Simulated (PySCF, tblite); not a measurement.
# C6H7Cl3O: geometry, infrared bands and NMR shifts

Aim: predict the infrared bands and NMR shifts of C6H7Cl3O (`CC[C@H](C=C=O)C(Cl)(Cl)Cl`).

The runs use tblite 0.8.0 and PySCF 2.14.0, with density-fitted response routines of our own; the level of theory stands in each step. All values are computed, except where a source is named. Atoms count from 0, in the outputs and in this text.

## (1) The molecule as given

17 atoms, charge 0, multiplicity 1; geometry from: force field or distance geometry start.

Bonds of the start (Å): C0–C1 1.49, C1–C2 1.53, C2–C3 1.50, C3–C4 1.31, C4–O5 1.24, C2–C6 1.51, C6–Cl7 1.78, C6–Cl8 1.80, C6–Cl9 1.77, C0–H10 1.09, C0–H11 1.13, C0–H12 1.12, C1–H13 1.12, C1–H14 1.12, C2–H15 1.13, C3–H16 1.08.

## (2) Geometry optimisation with GFN2-xTB

Job settings and geometry (Å):

```
{"job": {"kind": "relax", "xc": "GFN2-xTB", "basis": "xTB"}, "charge": 0, "multiplicity": 1}
C     -1.924000     0.465200     0.085300
C     -0.880300    -0.598400     0.090700
C      0.544600    -0.072000     0.237500
C      0.934500     0.852000    -0.872300
C      0.879100     2.133300    -0.590400
O      0.817200     3.353800    -0.355100
C      1.419400    -1.297800     0.291000
Cl     3.141600    -0.888900     0.458100
Cl     0.882800    -2.166600     1.775300
Cl     1.074000    -2.349800    -1.090700
H     -1.608400     1.452200     0.431100
H     -2.722000     0.127600     0.816700
H     -2.464300     0.557000    -0.888600
H     -0.946100    -1.293700    -0.782100
H     -1.042200    -1.231500     0.999900
H      0.626300     0.465800     1.222500
H      1.260800     0.504000    -1.838800
```

Command:

```bash
OMP_NUM_THREADS=1 python probes_run.py task.json out
```

This one command runs all jobs of the session in turn.

**Question.** This job is followed by: GFN2-xTB harmonic vibrations, gas phase; GIAO PBE0/pcSseg-1 NMR shielding, non-relativistic, gas phase. Predict these results of the whole session: strongest single infrared mode (GFN2-xTB); zero-point energy (GFN2-xTB); ¹³C shifts against TMS (PBE0/pcSseg-1); ¹H shifts against TMS (PBE0/pcSseg-1, means over atoms taken as alike); ¹⁷O shifts against H2O (PBE0/pcSseg-1); ³⁵Cl shifts against HCl (PBE0/pcSseg-1, means over atoms taken as alike).

As calculated:

| quantity | value |
| --- | --- |
| strongest single infrared mode (GFN2-xTB) | 2290 cm⁻¹, 1150 km/mol |
| zero-point energy (GFN2-xTB) | 72.3 kcal/mol |
| ¹³C shifts against TMS (PBE0/pcSseg-1) | 199.8, 129.5, 63.1, 30.1, 21.6, 14.9 ppm |
| ¹H shifts against TMS (PBE0/pcSseg-1, means over atoms taken as alike) | 2.82, 2.59, 2.41, 1.32, 1.17 ppm |
| ¹⁷O shifts against H2O (PBE0/pcSseg-1) | 375.2 ppm |
| ³⁵Cl shifts against HCl (PBE0/pcSseg-1, means over atoms taken as alike) | 449 ppm |

In words: The optimisation took 118 steps and gained 0.931 eV; among the close pairs (by a distance rule), C4–O5 changed most, from 1.245 to 1.161 Å. All 45 modes are real, so the xTB geometry is a minimum. The strongest single mode, at 2290 cm⁻¹, moves mainly C4. Unscaled tight-binding wavenumbers are off by several per cent, some by more. Its intensities can rank the bands wrongly. C6 stands next to heavy halogen, whose spin-orbit shielding this run leaves out, so the computed shift lies too far downfield, most of all for carbon beside Br or I. At PBE0/pcSseg-1: The widest tensor belongs to Cl7, Cl8, Cl9: span 782 ppm, with a paramagnetic part of -644 ppm.
